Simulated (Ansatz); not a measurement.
# AlClO (SMILES [O]=[Al][Cl]): CCSDT/STO-3G

Aim: the electronic atomisation energy of AlClO at CCSDT/STO-3G, from 4 runs. 

The results are computed with Ansatz 0.2.0.

66 further runs of the same task are left out: 6 that didn't finish, 60 set aside as unsound or not needed.

## 1. The molecule

The species is AlClO (3 atoms), meant as a singlet with charge 0. SMILES: `[O]=[Al][Cl]`. Geometry: a GFN2-xTB relaxation, a rough one for these elements and not checked as a minimum.

Bond lengths: O1–Al2 1.566 Å, Al2–Cl3 2.014 Å. Angles: O1–Al2–Cl3 180.0°.

## 2. The energy at CCSDT/STO-3G

in.yaml

```yaml
crystal:
  periodic: [false, false, false]
  atoms:
    - {symbol: O, position_ang: [0.107470, 1.694260, 0.245960]}
    - {symbol: Al, position_ang: [0.009340, 0.147220, 0.021380]}
    - {symbol: Cl, position_ang: [-0.116820, -1.841490, -0.267330]}
basis:
  gaussian: {orbitals: STO-3G}
correlation: {method: ccsdt, frozen_orbitals: {Al: 5, Cl: 5, O: 1}}
accuracy: high
scf: {omitted_lower_state_checks: [cluster_reference, increment]}
```

Launch:

```
ansatz run in.yaml --threads 1 --pin off --max-ram 2610MiB --events-out events.jsonl --progress --plain --runs-dir runs
```

Log:

```text
Warning: RAYON_NUM_THREADS=1 ignored (pool sized by the plan → 1); use --threads N
[... 12 lines left out ...]
11 core orbitals not correlated: weight in the atoms' cores, before any rotation towards them, 0.999 or more for the frozen orbitals, at most 0.000 for the correlated occupied ones
[... 28 lines left out ...]
Total energy: -20886.77103243 eV, -767.5746778801 hartree
Checks for a lower state left out: cluster_reference, increment
```

Wall time 0.34 s (1 thread of Arm Neoverse V2, shared host).

## 3. The Al atom, same level

molecule.yaml

```yaml
crystal:
  periodic: [false, false, false]
  atoms:
    - {symbol: Al, position_ang: [0.000000, 0.000000, 0.000000]}
basis:
  gaussian:
    orbitals: STO-3G
magnetization:
  spin_polarized: true
  initial_magnetization: 1
correlation:
  method: ccsdt
  frozen_orbitals: {Al: 5}
accuracy: high
scf:
  omitted_lower_state_checks: [cluster_reference, increment]
```

Launch:

```
ansatz run molecule.yaml --threads 1 --pin off --max-ram 2610MiB --events-out events.jsonl --progress --plain --runs-dir runs
```

Log, cut to the lines that bear on the results:

```text
Warning: RAYON_NUM_THREADS=1 ignored (pool sized by the plan → 1); use --threads N
Functional definition: HF
  name "HF"
[...]
42 factors; integrals over basis functions are off by at most 1.7e-9 eV
[...]
mean field -6499.66714747 eV, -238.8583620369 hartree, gradient 5.8e-9 eV, S^2 0.750003; 3 other end points of the search recorded, 0 dependent functions left out
5 core orbitals not correlated: weight in the atoms' cores, before any rotation towards them, 1.000 or more for the frozen orbitals, at most 0.000 for the correlated occupied ones
reference -6499.66714747 eV, -238.8583620369 hartree; 2, 1 occupied and 2, 3 virtual orbitals, 42 factors
second order -0.38566568 eV of doubles, 0.00000000 eV of singles
cycle   1  -0.56085133 eV  change   -1.8e-1 eV  update   4.8e-2
[...]
cycle  12  -0.69543954 eV  change  -9.3e-11 eV  update  1.6e-11
Total energy: -6500.36258701 eV, -238.8839189685 hartree
Checks for a lower state left out: cluster_reference, increment
```

Run time: 0.34 s. Hardware: 1 thread of Arm Neoverse V2, shared host.

## 4. The Cl atom at the same level

job.yaml

```yaml
crystal:
  periodic: [false, false, false]
  atoms:
    - {symbol: Cl, position_ang: [0.000000, 0.000000, 0.000000]}
basis:
  gaussian:
    orbitals: STO-3G
accuracy: high
correlation:
  method: ccsdt
  frozen_orbitals: {Cl: 5}
magnetization:
  spin_polarized: true
  initial_magnetization: 1
scf:
  omitted_lower_state_checks: [cluster_reference, increment]
```

Run the same way, it converges to -454.54219 Eh (log not shown).

## 5. The O atom, same level

run.yaml

```yaml
crystal:
  periodic: [false, false, false]
  atoms:
    - symbol: O
      position_ang: [0.000000, 0.000000, 0.000000]
basis:
  gaussian:
    orbitals: STO-3G
magnetization:
  spin_polarized: true
  initial_magnetization: 2
correlation:
  method: ccsdt
  frozen_orbitals: {O: 1}
accuracy: high
scf:
  omitted_lower_state_checks: [cluster_reference, increment]
```

Run the same way, it converges to -73.80415 Eh (log not shown).

## 6. What came out

Level: CCSDT/STO-3G, 11 core orbitals frozen.

| quantity | value |
| --- | --- |
| molecule: total energy | -767.57468 Eh |
| molecule: correlation energy (11 core orbitals frozen) | -137.4 mEh |
| molecule: T1 diagnostic | 0.034 |
| Al atom: total energy | -238.88392 Eh |
| Al atom: correlation energy (5 core orbitals frozen) | -25.6 mEh |
| Al atom: ⟨S²⟩ of the reference determinant | 0.750 |
| Al atom: T1 diagnostic | 0.000 |
| Cl atom: total energy | -454.54219 Eh |
| Cl atom: correlation energy (5 core orbitals frozen) | 0.0 mEh |
| Cl atom: ⟨S²⟩ of the reference determinant | 0.750 |
| Cl atom: T1 diagnostic | 0.000 |
| O atom: total energy | -73.80415 Eh |
| O atom: correlation energy (1 core orbital frozen) | 0.0 mEh |
| O atom: ⟨S²⟩ of the reference determinant | 2.000 |
| O atom: T1 diagnostic | 0.000 |
| electronic atomisation energy | 9.372 eV |

**Reading.** Taking the molecule apart into free atoms costs 9.37 eV (904 kJ/mol), before zero-point energy and without spin-orbit coupling. In a minimal basis such a difference can be off by several eV, whatever the method. The T1 diagnostic (molecule) of 0.034 is above the customary mark for such species, so a single reference may not serve.
